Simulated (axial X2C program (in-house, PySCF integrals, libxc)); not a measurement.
# LaGa: properties at the nuclei

Wanted for LaGa: properties at the nuclei, at the two-component level.

Program: an in-house X2C program for linear molecules on PySCF integrals. Level of theory: two-component X2C with atomic mean-field terms, La dyall-cv3z, Ga dyall-cv3z. These are calculated values, not measurements.

## 1. The job

task.json reads:

```json
{
 "zs": [
  57,
  31
 ],
 "q": 0,
 "bas": [
  "dyall-cv3z",
  "dyall-cv3z"
 ],
 "r0": 3.04,
 "levels": [
  "PBE0",
  "HF",
  "r2SCAN",
  "B3LYP",
  "BP86"
 ],
 "nst": 2
}
```

Keys: zs atomic numbers; q charge; bas basis sets; r0 starting distance in Å; levels methods (HF also brings MP2); nst determinants followed.

The run is started by

```
$ python soeom.py task.json out
```

Further steps of the session: Expectation values, lowest determinant; Expectation values, a higher determinant.

Before running it: what results should come out? Wanted: lowest determinant; Eeff magnitude; Ws magnitude La; A∥/gI La; qzz La; higher determinant (for each run or level that gives them).

As calculated:

| quantity | value |
| --- | --- |
| lowest determinant | Ω = 2 (excess of +ω over −ω: ω = 1/2, ω = 3/2) |
| Eeff magnitude (GV/cm), PBE0 | 1.06 |
| Ws magnitude La (kHz), PBE0 | 0.351 |
| A∥/gI La (MHz), PBE0 | 1190 |
| qzz La (a.u.), PBE0 | -2.23 |
| higher determinant | Ω = 1 (excess of +ω over −ω: ω = -1/2, ω = 3/2) |
| Eeff magnitude (GV/cm), PBE0, higher determinant | 7.18 |
| Ws magnitude La (kHz), PBE0, higher determinant | 4.42 |
| A∥/gI La (MHz), PBE0, higher determinant | -1180 |
| qzz La (a.u.), PBE0, higher determinant | -1.93 |

In words: In the first state, the effective field runs from 0.999 to 1.85 GV/cm over the mean-field levels. The expectation values come from single determinants, which for open shells can mix terms of unlike spin or miss the lowest Ω, so a determinant need not be a state. Eeff is the effective electric field on the electron dipole moment in this Ω state and Ws the scalar–pseudoscalar constant (defined with the proton number Z and per Ω); A∥ is the parallel hyperfine constant, which follows by multiplying with the nuclear g factor gI = μI/(I μN); qzz is the electric field gradient, eQq0 = 234.96 MHz × Q/barn × qzz; μ is positive if Ga is the positive end. The operators were transformed with the bare-nucleus X2C matrices.
